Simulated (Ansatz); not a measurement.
Working through a dielectric-dependent hybrid calculation of MgO, space group Fm-3m

Computed with Ansatz's Python interface.

At the Python prompt:
```pycon
>>> from dataclasses import dataclass
>>> import ansatz as az
>>> import numpy as np
>>> @dataclass(frozen=True)
... class Settings:
...     max_iterations: int = 150
...     n_empty: int = 12
...     kgrid: tuple[int, ...] = (4, 4, 4)
...     cutoff: int = 530
...     occupations: str = "fixed"
...
>>> cfg = Settings()
>>> def count_gap(report):
...     # lowest empty less highest filled band, counting bands; zero where they overlap
...     return max(report.get("gap_by_band_count_ev") or 0.0, 0.0)
...
>>> lattice = az.Lattice.of(
...     (0.0, 2.1085, 2.1085),
...     (2.1085, 0.0, 2.1085),
...     (2.1085, 2.1085, 0.0),
... )
>>> sites = [
...     ("Mg", (0.0, 0.0, 0.0)),
...     ("O", (0.5, 0.5, 0.5)),
... ]
>>> structure = az.Crystal(lattice=lattice)
>>> for symbol, position in sites:
...     structure = structure.atom(symbol, position)
...
>>> [site.symbol for site in structure.resolved().sites]
['Mg', 'O']
>>> calculation = (
...     structure.calculation()
...     .scf(max_iterations=cfg.max_iterations, extra_bands=cfg.n_empty)
...     .kpoints(*cfg.kgrid)
...     .basis(cfg.cutoff)
...     .accuracy("high")
...     .occupations(cfg.occupations)
...     .band_table()
... )
>>> semilocal = calculation.functional("pbesol").run().report
>>> hybrid = calculation.functional(exchange="pbesol", correlation="pbesol", exact_fraction="inverse_dielectric").run().report
>>> alpha = hybrid["hybrid"]["exact_exchange_fraction"]
>>> print(f"fraction of exact exchange {alpha:.4f}, so eps_inf = {1 / alpha:.2f}")
fraction of exact exchange 0.3078, so eps_inf = 3.25
>>> print(f"gap by band count: {count_gap(semilocal):.3f} eV semilocal, {count_gap(hybrid):.3f} eV hybrid")
gap by band count: 4.592 eV semilocal, 7.731 eV hybrid
```

The fraction is 0.3078, one over a mean dielectric constant (a third of the trace) of 3.25. It opens the gap from 4.592 to 7.731 eV, by 3.14 eV.

Notes:
- The settings weren't tested for convergence.
- Energy and stress may still move on a finer k-point mesh.
- Of the deposited cell: the entry's cell lengths or inner coordinates differ somewhat from later room-temperature determinations.
- The structure is a deposited one; some such entries were measured under pressure or heat, so a shift against it needn't be the functional's error alone.
- Gaps and levels are Kohn-Sham values on a finite set of k-points.
- The gaps are those of a coarse mesh; the run finds the dielectric constant of the semilocal functional on meshes of its own.
- Timing: 12 s on 1 thread of Intel(R) Xeon(R) Platinum 8375C CPU @ 2.90GHz (Ice Lake) (shared host), peak memory 0.57 GiB.
